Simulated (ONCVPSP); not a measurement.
# An ONCV potential for Co, from input to tests

Aim: build the potential from the settings below, then test how well it stands in for the atom: other configurations, scattering, ghost states and the plane-wave cutoff that it needs.

The numbers are computed with ONCVPSP 4.0.1.1 (patched build) (PBE, scalar-relativistic, spin-unpolarised reference atom).

## 1. The design

The settings as typed:

- element: cobalt (Co, Z = 27)
- type: optimised norm-conserving Vanderbilt (ONCV)
- frozen core: [Ne]
- valence charge: 17
- reference configuration: 3s2 3p6 3d7 4s2
- partial waves: 3s+4s: rc 1.25 bohr, ncon 4, nbas 8, qcut 11.6 1/bohr, 2 projectors; 3p: rc 1.20 bohr, ncon 3, nbas 7, qcut 14.5 1/bohr, 2 projectors, debl 2.4 Ha; 3d: rc 0.95 bohr, ncon 4, nbas 8, qcut 17.2 1/bohr, 3 projectors, debl 0.9 Ha; f scattering state at 0.09 Ha: rc 1.05 bohr, ncon 4, nbas 7, qcut 9.6 1/bohr, 2 projectors, debl 2.5 Ha
- local potential: polynomial inside 0.90 bohr (lpopt 5, dvloc0 0 Ha)
- core correction: Teter function, fcfact 4.25, rcfact 1.15

The outer shells as boxes (Hund's rule for the drawing; the calculation is spin-unpolarised):

```
[Ne] core
3s [↑↓]
3p [↑↓][↑↓][↑↓]
3d [↑↓][↑↓][↑ ][↑ ][↑ ]
4s [↑↓]
```

The nodes and maxima of the atom's own shells, from an earlier all-electron run, set the scale for the radii.

All-electron outer shells of the reference configuration (PBE, scalar-relativistic, ld1.x):

```csv
shell,level (eV),outermost node (bohr),outermost maximum (bohr)
2p,-769.94,–,0.17
3s,-102.40,0.31,0.66
3p,-65.64,0.28,0.68
3d,-8.20,–,0.66
4s,-5.47,0.96,2.32
4p,-1.28,1.05,3.25
```

## 2. Generating the potential

The input, Co.dat:

```
# ATOM AND REFERENCE CONFIGURATION
# atsym  z   nc   nv     iexc    psfile
  Co 27.00    3    4        4      upf
#
#   n    l    f
    1    0    2.00
    2    0    2.00
    2    1    6.00
    3    0    2.00
    3    1    6.00
    3    2    7.00
    4    0    2.00
#
# PSEUDOPOTENTIAL AND OPTIMIZATION
# lmax
    3
#
#   l,   rc,      ep,       ncon, nbas, qcut
    0    1.25    0.00    4    8   11.60
    1    1.20    0.00    3    7   14.50
    2    0.95    0.00    4    8   17.20
    3    1.05    0.09    4    7    9.60
#
# LOCAL POTENTIAL
# lloc, lpopt,  rc(5),   dvloc0
    4    5    0.90    0.00
#
# VANDERBILT-KLEINMAN-BYLANDER PROJECTORs
# l, nproj, debl
    0    2    3.60
    1    2    2.40
    2    3    0.90
    3    2    2.50
#
# MODEL CORE CHARGE
# icmod, fcfact, rcfact
    3    4.25    1.15
#
# LOG DERIVATIVE ANALYSIS
# epsh1, epsh2, depsh
   -5.00    5.00    0.04
#
# OUTPUT GRID
# rlmax, drl
    6.00    0.01
#
# TEST CONFIGURATIONS
# ncnf
    4
# nvcnf
#   n    l    f
    4
    3    0    2.00
    3    1    6.00
    3    2    7.00
    4    0    1.00
#
    4
    3    0    2.00
    3    1    6.00
    3    2    7.00
    4    0    0.00
#
    4
    3    0    2.00
    3    1    6.00
    3    2    6.00
    4    0    0.00
#
    4
    3    0    2.00
    3    1    6.00
    3    2    7.50
    4    0    1.50
#
```

Started as:

```
$ oncvpsp.x < Co.dat > Co.out
```

Q: Predict the outcome of this session. Wanted: cutoffs for 1 and 0.1 mHa per electron, occupied waves; bound ghosts; GHOST(+) flags; largest test error; largest phase difference near zero energy, channels read; rms error of d²Exc/dn², without and with the model core; projector energies reset by the program.

The runs gave:

| quantity | value |
| --- | --- |
| cutoffs for 1 and 0.1 mHa per electron, occupied waves | 106 Ha and 122 Ha |
| bound ghosts | none found |
| GHOST(+) flags | none at low energy |
| largest test error (AE − PS) | -5.1 meV, for 3s2 3p6 3d6 4s0 |
| largest phase difference near zero energy, channels read | 0.000 rad |
| rms error of d²Exc/dn², without and with the model core | 1.74 and 1.41 mHa |
| projector energies reset by the program | p: -2.412, 0.250 Ha |

By total energies transferability is good: the largest error is 5.1 meV on 61.7 eV, for 3s2 3p6 3d6 4s0. The potential is very hard: the looser tolerance needs 106 Ha. At the looser tolerance the 3d wave is the slowest; 3s needs 41 Ha. The program's ghost test flags no bound state. Near zero energy the phases of the channels with partial waves agree within 0.001 rad.
